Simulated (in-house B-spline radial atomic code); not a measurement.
# Sb⁺: excited configurations in jj coupling

Aim: the energies of several excited configurations of Sb⁺ above a reference configuration, each from its own self-consistent run.

The numbers are computed with in-house B-spline radial atomic code version 1 (Dirac-Hartree-Fock, average of configuration, Fermi nucleus, basis-set limit), except any that are marked as measured or tabulated.

## 1. The atom as given

```
element       : antimony (Z = 51)
charge        : +1
electrons     : 50
configuration : 1s2 2s2 2p6 3s2 3p6 3d10 4s2 4p6 4d10 5s2 5p-2
Hamiltonian   : Dirac-Coulomb
nucleus       : Fermi, rms radius 4.680 fm
```

In configurations, a minus sign after the shell means j = l − 1/2 and a plus sign j = l + 1/2; the count of electrons follows.

Input settings:

```ini
Z = 51
electrons = 50.0
configuration = 1s2 2s2 2p6 3s2 3p6 3d10 4s2 4p6 4d10 5s2 5p-2
hamiltonian = dirac
method = hf
spin_polarised = False
nucleus = fermi
rms_radius = 4.6802
mass_number = 121
atomic_mass = 120.903811353
speed_of_light = 137.035999084
```

This reference run was done before. Its total energy is -6480.259145 hartree, and its levels are (the highest eight at most):

```csv
orbital,occupation,energy (eV),<r> (bohr)
3d5/2,6,-562.36,0.3059
4s1/2,2,-184.81,0.7932
4p1/2,2,-138.18,0.8356
4p3/2,4,-128.91,0.8642
4d3/2,4,-53.324,1.018
4d5/2,6,-51.840,1.026
5s1/2,2,-24.391,2.216
5p1/2,2,-15.733,2.654
```

## 2. Configuration 1s2 2s2 2p6 3s2 3p6 3d10 4s2 4p6 4d10 5s2 5p+1 8g+1

Input settings:

```ini
Z = 51
electrons = 50.0
configuration = 1s2 2s2 2p6 3s2 3p6 3d10 4s2 4p6 4d10 5s2 5p+1 8g+1
hamiltonian = dirac
method = hf
spin_polarised = False
nucleus = fermi
rms_radius = 4.6802
mass_number = 121
atomic_mass = 120.903811353
speed_of_light = 137.035999084
```

## 3. Configuration 1s2 2s2 2p6 3s2 3p6 3d10 4s2 4p6 4d10 5s2 5p-1 8s1

Changes to the settings of step 2:

```diff
@@ -2,3 +2,3 @@
 electrons = 50.0
-configuration = 1s2 2s2 2p6 3s2 3p6 3d10 4s2 4p6 4d10 5s2 5p+1 8g+1
+configuration = 1s2 2s2 2p6 3s2 3p6 3d10 4s2 4p6 4d10 5s2 5p-1 8s1
 hamiltonian = dirac
```

## 4. 1s2 2s2 2p6 3s2 3p6 3d10 4s2 4p6 4d10 4f+1 5s2 5p+1

Changes to the settings of step 3:

```diff
@@ -2,3 +2,3 @@
 electrons = 50.0
-configuration = 1s2 2s2 2p6 3s2 3p6 3d10 4s2 4p6 4d10 5s2 5p-1 8s1
+configuration = 1s2 2s2 2p6 3s2 3p6 3d10 4s2 4p6 4d10 4f+1 5s2 5p+1
 hamiltonian = dirac
```

## 5. Configuration 1s2 2s2 2p6 3s2 3p6 3d10 4s2 4p6 4d-3 4d+6 5s2 5p-1 5p+1 7g-1

Changes to the settings of step 4:

```diff
@@ -2,3 +2,3 @@
 electrons = 50.0
-configuration = 1s2 2s2 2p6 3s2 3p6 3d10 4s2 4p6 4d10 4f+1 5s2 5p+1
+configuration = 1s2 2s2 2p6 3s2 3p6 3d10 4s2 4p6 4d-3 4d+6 5s2 5p-1 5p+1 7g-1
 hamiltonian = dirac
```

## 6. Configuration 1s2 2s2 2p6 3s2 3p6 3d10 4s2 4p6 4d10 5s1 5p-2 9g+1

Changes to the settings of step 5:

```diff
@@ -2,3 +2,3 @@
 electrons = 50.0
-configuration = 1s2 2s2 2p6 3s2 3p6 3d10 4s2 4p6 4d-3 4d+6 5s2 5p-1 5p+1 7g-1
+configuration = 1s2 2s2 2p6 3s2 3p6 3d10 4s2 4p6 4d10 5s1 5p-2 9g+1
 hamiltonian = dirac
```

## 7. Run with 1s2 2s2 2p6 3s2 3p6 3d-3 3d+6 4s2 4p6 4d10 5s2 5p-2 7d+1

Changes to the settings of step 6:

```diff
@@ -2,3 +2,3 @@
 electrons = 50.0
-configuration = 1s2 2s2 2p6 3s2 3p6 3d10 4s2 4p6 4d10 5s1 5p-2 9g+1
+configuration = 1s2 2s2 2p6 3s2 3p6 3d-3 3d+6 4s2 4p6 4d10 5s2 5p-2 7d+1
 hamiltonian = dirac
```

**Question.** How far above the reference does each configuration lie (order and size, in eV)?

The runs gave:

| net move | configuration | energy above the reference (eV) | with Breit, QED, recoil (eV) | largest <r> (bohr) |
| --- | --- | --- | --- | --- |
| 2×5p1/2 → 4f7/2, 5p3/2 | 1s2 2s2 2p6 3s2 3p6 3d10 4s2 4p6 4d10 4f+1 5s2 5p+1 | 12.760 | 12.739 | 8.69 |
| 5p1/2 → 8s | 1s2 2s2 2p6 3s2 3p6 3d10 4s2 4p6 4d10 5s2 5p-1 8s1 | 12.954 | 12.944 | 16.8 |
| 2×5p1/2 → 5p3/2, 8g9/2 | 1s2 2s2 2p6 3s2 3p6 3d10 4s2 4p6 4d10 5s2 5p+1 8g+1 | 15.363 | 15.342 | 43.0 |
| 5s → 9g9/2 | 1s2 2s2 2p6 3s2 3p6 3d10 4s2 4p6 4d10 5s1 5p-2 9g+1 | 23.200 | 23.174 | 55.7 |
| 4d3/2, 5p1/2 → 5p3/2, 7g7/2 | 1s2 2s2 2p6 3s2 3p6 3d10 4s2 4p6 4d-3 4d+6 5s2 5p-1 5p+1 7g-1 | 48.912 | 48.918 | 31.7 |
| 3d3/2 → 7d5/2 | 1s2 2s2 2p6 3s2 3p6 3d-3 3d+6 4s2 4p6 4d10 5s2 5p-2 7d+1 | 553.20 | 552.82 | 16.7 |

The lowest of them is 2×5p1/2 → 4f7/2, 5p3/2 at 12.760 eV and the highest 3d3/2 → 7d5/2 at 553.20 eV. Koopmans' estimate of the ionisation threshold is 15.733 eV; 3 configurations exceed it by over 2 % and could autoionise. These are averages over configurations, without correlation, not spectroscopic levels.
